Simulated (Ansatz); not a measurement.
# C3H11ClSi2: the cost of one run

All numbers below are computed with Ansatz 0.2.0 (UKS B3LYP-D4/STO-3G).

1 further run of the same task is left out (it didn't finish).

## 1. The system as given

Bond lengths (14 of 16 bonds, heavy atoms first): C1–C2 1.476 Å, C2–Si3 1.870 Å, Si3–Si4 2.301 Å, Si3–C5 1.809 Å, C5–Cl6 1.806 Å, C1–H7 1.062 Å, C1–H8 1.144 Å, C1–H9 1.168 Å, C2–H10 1.091 Å, C2–H11 1.106 Å, Si3–H12 1.550 Å, Si4–H13 1.501 Å, Si4–H14 1.391 Å, Si4–H15 1.538 Å. Angles (14 of 30 angles, heavy atoms first): C1–C2–Si3 115.6°, C2–Si3–Si4 108.8°, C2–Si3–C5 114.2°, Si4–Si3–C5 109.2°, Si3–C5–Cl6 109.6°, C1–C2–H10 108.5°, C1–C2–H11 110.3°, Si3–C2–H10 108.7°, Si3–C2–H11 107.2°, C2–C1–H7 115.5°, C2–C1–H8 110.4°, C2–C1–H9 109.2°, C2–Si3–H12 107.3°, Si4–Si3–H12 106.1°.

Its coordinates follow in the input file.

## 2. Preparing the start

Input file input.yaml:

```yaml
crystal:
  periodic: [false, false, false]
  atoms:
    - { symbol: C, position_ang: [-0.0749, 1.1141, -1.7045] }
    - { symbol: C, position_ang: [0.9037, 1.0094, -0.6051] }
    - { symbol: Si, position_ang: [0.4046, -0.0946, 0.8193] }
    - { symbol: Si, position_ang: [0.412, -2.2803, 0.0994] }
    - { symbol: C, position_ang: [-1.2143, 0.2935, 1.5275] }
    - { symbol: Cl, position_ang: [-1.2137, 1.9893, 2.1496] }
    - { symbol: H, position_ang: [-0.3175, 0.2003, -2.1886] }
    - { symbol: H, position_ang: [0.2924, 1.8529, -2.4969] }
    - { symbol: H, position_ang: [-1.0603, 1.591, -1.2973] }
    - { symbol: H, position_ang: [1.8468, 0.6466, -1.0156] }
    - { symbol: H, position_ang: [1.1158, 2.0102, -0.1843] }
    - { symbol: H, position_ang: [1.5171, 0.0084, 1.8932] }
    - { symbol: H, position_ang: [-0.0588, -3.1571, 1.2236] }
    - { symbol: H, position_ang: [1.616, -2.6944, -0.4598] }
    - { symbol: H, position_ang: [-0.7202, -2.4268, -0.9314] }
    - { symbol: H, position_ang: [-2.0111, 0.2576, 0.8233] }
    - { symbol: H, position_ang: [-1.4565, -0.3205, 2.3876] }
magnetization:
  spin_polarized: true
basis:
  gaussian: { orbitals: STO-3G }
hamiltonian:
  xc: b3lyp
  dispersion: d4
relax:
  f_tol: 0.02
  max_steps: 40
output:
  orbitals: {}
```

Started as:

```sh
$ ansatz run input.yaml --threads 2 --pin off --max-ram 3072MiB --backend cpu --events-out ev --progress --plain --runs-dir out
```

What time and memory should one allow on 2 threads of Arm Neoverse N1, shared host?

About 67 s, with a peak of 0.22 GiB.
